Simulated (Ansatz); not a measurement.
Write a Python script for Ansatz 0.2.0 through its Python package that makes a rigid scan of one bond length of CH₄F₂Sn, SMILES F[CH2][SnH2][F]. Settings (for the species named): r2SCAN, def2-SVP basis, multiplicity 1.

```xyz
8

F    -1.5324    1.1857   -0.3993
C    -0.2237    1.1008   -0.2110
Sn    0.2177   -0.9416    0.2047
F    -0.2161   -2.0464   -1.2821
H     0.3225    1.4159   -1.1424
H     0.0888    1.7563    0.6428
H     2.0019   -1.0994    0.4773
H    -0.5666   -1.4285    1.6542
```

Script `ch4f2sn_scan.py`:
```python
import ansatz as az
import numpy as np

GEOMETRY = """
F    -1.53240    1.18570   -0.39930
C    -0.22370    1.10080   -0.21100
Sn    0.21770   -0.94160    0.20470
F    -0.21610   -2.04640   -1.28210
H     0.32250    1.41590   -1.14240
H     0.08880    1.75630    0.64280
H     2.00190   -1.09940    0.47730
H    -0.56660   -1.42850    1.65420
"""

geometry = az.Crystal.molecule()
for line in GEOMETRY.strip().splitlines():
    symbol, *xyz = line.split()
    geometry = geometry.atom(symbol, [float(v) for v in xyz])

symbols = [site.symbol for site in geometry.cartesian_sites]
start = np.array([site.position_ang for site in geometry.cartesian_sites])
axis = (start[1] - start[2]) / np.linalg.norm(start[1] - start[2])
moving = [0, 1, 4, 5]
lengths, energies = [1.81, 1.96, 2.13, 2.34, 2.66, 3.2, 3.83, 4.69], []
for length in lengths:
    xyz = start.copy()
    xyz[moving] += (length - np.linalg.norm(start[1] - start[2])) * axis
    point = az.Crystal.molecule()
    for symbol, place in zip(symbols, xyz):
        point = point.atom(symbol, place.tolist())
    job = (
        point.calculation()
        .basis(gaussian="def2-SVP")
        .functional("r2SCAN")
    )
    r = job.run(threads=1).report
    energies.append(r["free_energy_ev"])
    print(f"r = {length:6.3f} A  E = {energies[-1]:.5f} eV  <S^2> = {abs(r['mean_field']['state']['spin_squared']):.3f}")

print("energy above the lowest point (eV):", [round(e - min(energies), 3) for e in energies])
```

Output of `python ch4f2sn_scan.py`:
```text
r =  1.810 A  E = -12359.14591 eV  <S^2> = 0.000
r =  1.960 A  E = -12360.23304 eV  <S^2> = 0.000
r =  2.130 A  E = -12360.65153 eV  <S^2> = 0.000
r =  2.340 A  E = -12360.57941 eV  <S^2> = 0.000
r =  2.660 A  E = -12360.00190 eV  <S^2> = 0.000
r =  3.200 A  E = -12358.87781 eV  <S^2> = 0.000
r =  3.830 A  E = -12357.91604 eV  <S^2> = 0.000
r =  4.690 A  E = -12357.20018 eV  <S^2> = 0.000
energy above the lowest point (eV): [1.506, 0.418, 0.0, 0.072, 0.65, 1.774, 2.735, 3.451]
```

Caveats:
- Total energies depend on the basis set; only differences at equal settings carry meaning.
- The rest of the molecule is held rigid at a force-field or estimated start geometry, and the basis set is modest; single-reference methods fail as a bond breaks.
- def2 sets replace the cores of elements past krypton by effective core potentials.
- The orbitals are restricted, so S² is zero by construction.
- Toward dissociation an unrestricted state can lie under the restricted one, by tenths of an eV for polar bonds under a functional and by 1 to 2 eV or more for others.
- It ran for 32 s on 1 thread of Arm Neoverse V2, with other jobs on the host, peak memory 0.21 GiB.
